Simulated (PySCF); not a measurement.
**doublet [GaH2OF3]+ at USVWN5/6-31G(d) (spherical functions)**

We compute a single-point energy of doublet [GaH2OF3]+. 

Program for the calculation: PySCF 2.14.0.

12 further runs of the same task are left out: 5 that didn't finish, 7 set aside as unsound or not needed.

**1. The structure to begin with**

[GaH2OF3]+ has 7 atoms, charge +1, and is taken as a doublet. SMILES of the parent species: `[OH2]->[Ga]([F])([F])[F]`. The shape comes from GFN2-xTB, which is rough for such elements, and wasn't checked as a minimum. That shape belongs to the parent species and isn't relaxed for this state.

Bond lengths: Ga1–O2 2.083 Å, Ga1–F5 1.724 Å, Ga1–F6 1.738 Å, Ga1–F7 1.728 Å, O2–H3 0.967 Å, O2–H4 0.966 Å. Angles: O2–Ga1–F5 96.6°, O2–Ga1–F6 96.7°, O2–Ga1–F7 94.2°, F5–Ga1–F6 116.4°, F5–Ga1–F7 123.9°, F6–Ga1–F7 116.7°, Ga1–O2–H3 116.1°, Ga1–O2–H4 118.2°, H3–O2–H4 110.5°.

**2. The energy at USVWN5/6-31G(d) (spherical functions)**

The input, mol.xyz:

```xyz
7

Ga     0.077910    -0.109650    -0.940470
O      0.065000    -0.060830     1.141460
H     -0.769870    -0.298800     1.567690
H      0.465890     0.699490     1.582930
F      1.790940    -0.049630    -1.128980
F     -0.778420     1.383130    -1.183800
F     -0.851450    -1.563700    -1.038820
```

The input, calc.py:

```python
from pyscf import gto, dft

mol = gto.M(
    atom='mol.xyz',
    spin=1,
    max_memory=1860,
    charge=1,
    verbose=3,
    basis='6-31g*',
)

myscf = dft.UKS(mol)
myscf.xc = 'svwn'
myscf.grids.level = 2
myscf.conv_tol = 1e-10
myscf.kernel()
if not myscf.converged:
    myscf = myscf.newton().run(myscf.mo_coeff, myscf.mo_occ)

e_tot = myscf.e_tot
print('Final energy', e_tot)
```

The run is started by

```sh
$ OMP_NUM_THREADS=1 python calc.py
```

**Question.** What will come out? Wanted: total energy; HOMO energy; ⟨S²⟩.

**Answer.** As computed:

Level: USVWN5/6-31G* (spherical functions).

| quantity | value |
| --- | --- |
| total energy | -2294.74186 Eh |
| HOMO energy (highest over α and β) | -15.66 eV |
| ⟨S²⟩ | 0.751 |

What this shows: The run may have ended on a state above the lowest. Mulliken charges run from -0.63 on O2 to +1.08 on Ga1.
